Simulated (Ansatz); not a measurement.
# MgBeI4: the cost of one run

Program: Ansatz 0.2.0. Level of theory: DFT PBE, scalar-relativistic, plane waves, PAW. These are calculated values, not measurements.

### Step 1. The structure to begin with

Symmetry: P4_2/mmc, No. 131, tetragonal system. The conventional cell has a = 4.947 Å, b = 4.947 Å, c = 14.925 Å, α = 90.00°, β = 90.00°, γ = 90.00°. Mg (site symmetry mmm) has 8 I at 3.03 Å as nearest neighbours. Be (site symmetry -4m2) has 8 I at 3.17 Å as nearest neighbours. I (site symmetry 2mm) is surrounded by 2 Mg at 3.03 Å and 2 Be at 3.17 Å.

As a file:

```
Mg Be I
1.0
     4.94700    0.00000    0.00000
     0.00000    4.94700    0.00000
     0.00000    0.00000   14.92508
Mg Be I
2 2 8
Direct
  0.50000 0.50000 0.00000
  0.50000 0.50000 0.50000
  0.00000 0.00000 0.75000
  0.00000 0.00000 0.25000
  0.50000 0.00000 0.11768
  0.50000 0.00000 0.61696
  0.00000 0.50000 0.88304
  0.00000 0.50000 0.38232
  0.50000 0.00000 0.88232
  0.50000 0.00000 0.38304
  0.00000 0.50000 0.11696
  0.00000 0.50000 0.61768
```

A structure generator made this guess: KCeF4 type (P4/mmm) distorted into a subgroup (P4_2/mmc, No. 131). Lengths come from tabulated atomic sizes and are only a guess.

### Step 2. Probe: one point on a coarse mesh

File input.yaml:

```yaml
crystal:
  lattice:
    - [4.94700111, 0.0, 0.0]
    - [0.0, 4.94700111, 0.0]
    - [0.0, 0.0, 14.92507722]
  atoms:
    - { symbol: Mg, position: [0.5, 0.5, 0.0] }
    - { symbol: Mg, position: [0.5, 0.5, 0.5] }
    - { symbol: Be, position: [0.0, 0.0, 0.75] }
    - { symbol: Be, position: [0.0, 0.0, 0.25] }
    - { symbol: I, position: [0.5, 0.0, 0.11767734] }
    - { symbol: I, position: [0.5, 0.0, 0.61695562] }
    - { symbol: I, position: [0.0, 0.5, 0.88304438] }
    - { symbol: I, position: [0.0, 0.5, 0.38232266] }
    - { symbol: I, position: [0.5, 0.0, 0.88232266] }
    - { symbol: I, position: [0.5, 0.0, 0.38304438] }
    - { symbol: I, position: [0.0, 0.5, 0.11695562] }
    - { symbol: I, position: [0.0, 0.5, 0.61767734] }
basis:
  ecutwfc: 420
kpoints:
  mp_grid: { grid: [4, 4, 2] }
hamiltonian:
  xc: pbe
scf:
  occupations: { method: gaussian, width: 0.1 }
  lower_state_search: "off"
output:
  forces: true
  stress: true
  eigenvalues: true
```

Command:

```sh
ansatz run input.yaml --threads 1 --pin off --max-ram 2560MiB --backend cpu --events-out ev --progress --plain --runs-dir out
```

What time and memory should one allow on 1 thread of Arm Neoverse N1, shared host?

About 48 s, with a peak of 0.72 GiB.
